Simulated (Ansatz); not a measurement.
# The tin atom (triplet): wave-function methods side by side, def2-TZVP

How much of the correlation energy of the tin atom (triplet) does each wave-function method recover here?

Method: def2-TZVP, core rule «outside noble gas», up to 9 orbitals frozen; program: Ansatz 0.2.0, Gaussian basis.

To be run: UHF; CCSD(T) on ROHF; CCSD(T) on UHF; BCCD(T) on ROHF; CISD; CCSDT(Q) on ROHF; CCSDT(Q) on UHF; CASSCF and MRCISD+Q, 4 electrons in 4 orbitals; CASSCF and MRCISD+Q(relaxed), 4 electrons in 4 orbitals; CASSCF and NEVPT4(SD), 4 electrons in 4 orbitals; CASSCF and NEVPT2, 4 electrons in 4 orbitals; Full CI.

## Step 1: The atom

A free atom, in its lowest state of this spin that the program finds. No spin-orbit coupling is included. Elements past krypton take def2 core potentials.

1 atom, charge 0, spin multiplicity 3.

## Step 2: UHF

Input file in.yaml:

```yaml
crystal:
  periodic: [false, false, false]
  atoms:
    - {symbol: Sn, position_ang: [0.000000, 0.000000, 0.000000]}
basis:
  gaussian: {orbitals: def2-TZVP}
magnetization: {spin_polarized: true, initial_magnetization: 2}
hamiltonian: {xc: hf}
output: {orbitals: {seedname: orbitals}}
```

On the command line:

```bash
$ ansatz run in.yaml --threads 1 --pin off --events-out ev --progress --plain --max-ram 2393MiB
```

The runs that follow: CCSD(T) on ROHF; CCSD(T) on UHF; BCCD(T) on ROHF; CISD; CCSDT(Q) on ROHF; CCSDT(Q) on UHF; CASSCF and MRCISD+Q, 4 electrons in 4 orbitals; CASSCF and MRCISD+Q(relaxed), 4 electrons in 4 orbitals; CASSCF and NEVPT4(SD), 4 electrons in 4 orbitals; CASSCF and NEVPT2, 4 electrons in 4 orbitals; Full CI.

Before running them: what should the planned runs give, taken together? Wanted: FCI below the RHF energy; RMP2 from FCI; UMP2 from FCI; RCCSD from FCI; RCCSD(T) from FCI; UCCSD(T) from FCI; RCCSDT(Q) from FCI; UCCSDT(Q) from FCI; NEVPT2 valence from FCI.

The runs gave:

```
                         quantity                                                                                                                                      value
         FCI below the RHF energy                                                                                                                                 -1.6621 eV
                    RMP2 from FCI                                                                                                                               +38.7 kJ/mol
                    UMP2 from FCI                                                                                                                               +37.6 kJ/mol
                   RCCSD from FCI                                                                                                                                +5.5 kJ/mol
                RCCSD(T) from FCI                                                                                                                                +1.2 kJ/mol
                UCCSD(T) from FCI                                                                                                                                -0.4 kJ/mol
               RCCSDT(Q) from FCI                                                                                                                                 0.0 kJ/mol
               UCCSDT(Q) from FCI                                                                                                                                -1.7 kJ/mol
          NEVPT2 valence from FCI                                                                                                                               +29.6 kJ/mol
      NEVPT4(SD) valence from FCI                                                                                                                                +2.2 kJ/mol
        MRCISD+Q valence from FCI                                                                                                                                -1.0 kJ/mol
levels within 1 kcal/mol (43 meV)  UCCSD, RCCSD(T), UCCSD(T), BCCD(T), RCCSDT, UCCSDT, RCCSDT(Q), UCCSDT(Q), NEVPT4(SD) valence, MRCISD+Q valence, MRCISD+Q(relaxed) valence
                    T1 diagnostic                                                                                                                                      0.020
   effectively unpaired electrons                                                                                                                                       2.03
```

**Reading.** RCCSD(T) misses by +1.2 kJ/mol, 0.8 % of the correlation energy. UCCSD(T), UCCSDT, UCCSDT(Q), MRCISD+Q valence, MRCISD+Q(relaxed) valence fall below full CI: unrestricted runs freeze a spin-polarised core, another one than full CI's, and coupled cluster isn't variational. One determinant dominates. Of the multireference levels listed MRCISD+Q valence comes nearest in total energy (-1.0 kJ/mol), which doesn't show that its space is the better one. These misses are within one basis, not against nature; the frozen cores of restricted and unrestricted runs differ, which can shift their rows.
